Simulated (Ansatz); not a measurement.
# Bi2Se2S3: one candidate of a structure search

The task: take a trial cell of Bi2Se2S3 to zero force and stress.

Method: DFT PBE, scalar-relativistic, plane waves, PAW, in Ansatz 0.2.0.

### Step 1. Starting point

The structure is trigonal, space group R-3m (No. 166). Conventional cell: a = 6.135 Å, b = 6.135 Å, c = 14.798 Å, α = 90.00°, β = 90.00°, γ = 120.00°. Around Bi (site symmetry -3m) lie 6 S at 3.04 Å. Bi (site symmetry -3m) is surrounded by 6 S at 3.07 Å and 2 Se at 3.18 Å. Around Se (site symmetry 3m) lie 3 S at 2.49 Å and 1 Bi at 3.18 Å. S (site symmetry 2/m) has 2 Se at 2.49 Å and 4 Bi at 3.04 to 3.07 Å and 4 S at 3.07 Å in its first shell of neighbours.

Structure file:

```cif
data_structure
_symmetry_space_group_name_H-M 'P 1'
_symmetry_Int_Tables_number 1
_cell_length_a 6.0727
_cell_length_b 6.0727
_cell_length_c 6.0727
_cell_angle_alpha 60.680
_cell_angle_beta 60.680
_cell_angle_gamma 60.680
_cell_volume 160.78
loop_
_atom_site_label
_atom_site_type_symbol
_atom_site_fract_x
_atom_site_fract_y
_atom_site_fract_z
_atom_site_occupancy
Bi1 Bi 0.50000 0.50000 0.50000 1
Bi2 Bi 0.00000 0.00000 0.00000 1
Se1 Se 0.21500 0.21500 0.21500 1
Se2 Se 0.78500 0.78500 0.78500 1
S1 S 0.00000 0.50000 0.50000 1
S2 S 0.50000 0.00000 0.50000 1
S3 S 0.50000 0.50000 0.00000 1
```

A structure generator made this guess: species swapped into a database cell of Ni3Sn2S2 (R-3m, No. 166), with S on the Ni sites, Bi on the Sn sites and Se on the S sites. Lengths come from tabulated atomic sizes and are only a guess.

### Step 2. A first look at the guess

Contents of input.yaml:

```yaml
crystal:
  lattice:
    - [3.06748406, 1.77101275, 4.93267145]
    - [-3.06748406, 1.77101275, 4.93267145]
    - [0.0, -3.5420255, 4.93267145]
  atoms:
    - { symbol: Bi, position: [0.5, 0.5, 0.5] }
    - { symbol: Bi, position: [0.0, 0.0, 0.0] }
    - { symbol: Se, position: [0.215, 0.215, 0.215] }
    - { symbol: Se, position: [0.785, 0.785, 0.785] }
    - { symbol: S, position: [0.0, 0.5, 0.5] }
    - { symbol: S, position: [0.5, 0.0, 0.5] }
    - { symbol: S, position: [0.5, 0.5, 0.0] }
basis:
  ecutwfc: 420
kpoints:
  mp_grid: { grid: [3, 3, 3] }
hamiltonian:
  xc: pbe
scf:
  occupations: { method: gaussian, width: 0.1 }
  lower_state_search: "off"
output:
  forces: true
  stress: true
  eigenvalues: true
```

The run is started by

```bash
> ansatz run input.yaml --threads 1 --pin off --max-ram 2560MiB --backend cpu --events-out ev --progress --plain --runs-dir out
```

Further runs follow: coarse relaxation; full relaxation.

**Question.** What will these runs give? Wanted: conventional cell; volume; energy over the elements; gap on the mesh.

**Answer**, as computed:

```
                              quantity                                                                        value
symmetry at the end (tolerance 0.05 Å)                                                   space group R-3m (No. 166)
                     conventional cell  a = 6.751 Å, b = 6.751 Å, c = 13.368 Å, α = 90.00°, β = 90.00°, γ = 120.00°
                                volume                                                                25.12 Å³/atom
              energy over the elements                                                                +0.19 eV/atom
                       gap on the mesh                                                                 none (metal)
```

**Reading.** The space group R-3m (No. 166) is kept, and the volume per atom grows by 9.4 % from the first guess. With a positive formation energy it can't be a ground state. No finished test with a distortion of lower symmetry is shown, so the end may be a saddle point. Spin-orbit coupling is left out for Bi.
